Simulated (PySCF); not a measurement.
# C4H12B (tetramethylborate): the cost of one run

Programs: PySCF 2.14.0, with density-fitted response routines of our own. Each step states its level of theory. These are calculated values for one molecule in the gas phase, unless marked as measured. Atoms are numbered from 0 throughout.

## 1. Starting geometry

17 atoms, charge -1, multiplicity 1; geometry from: GFN2-xTB.

Bonds of the start (Å): C0–B1 1.65, B1–C2 1.65, B1–C3 1.65, B1–C4 1.65, C0–H5 1.09, C0–H6 1.09, C0–H7 1.09, C2–H8 1.09, C2–H9 1.09, C2–H10 1.09, C3–H11 1.09, C3–H12 1.09, C3–H13 1.09, C4–H14 1.09, C4–H15 1.09, C4–H16 1.09.

## 2. Optimising the geometry at PBE0-D3(BJ)/def2-SVP

What the job is given:

```
{"job": {"xc": "PBE0", "basis": "def2-SVP", "d3": "d3bj", "grid": 1, "kind": "geom"}, "charge": -1, "multiplicity": 1}
C     -0.257430    -1.079640    -1.224230
B     -0.002970     0.001270    -0.001910
C      0.089670     1.527480    -0.625590
C     -1.249880    -0.078060     1.077980
C      1.412120    -0.364330     0.766360
H     -1.196100    -0.894070    -1.753660
H     -0.301670    -2.109710    -0.860060
H      0.537060    -1.047370    -1.975160
H      0.250960     2.280770     0.150190
H     -0.822350     1.815110    -1.155590
H      0.911830     1.632440    -1.338630
H     -2.213470     0.155660     0.616530
H     -1.348600    -1.071910     1.523730
H     -1.121250     0.624380     1.906230
H      1.391360    -1.360330     1.217400
H      2.266870    -0.346940     0.084650
H      1.639860     0.339310     1.571960
```

Command:

```
OMP_NUM_THREADS=1 python probes_run.py task.json out
```

This one command runs all jobs of the session in turn.

**Question.** How long does this first job take on 1 thread of Arm Neoverse V1, shared host, and how much memory does it need?

About 23 s, with a peak of 0.56 GiB.
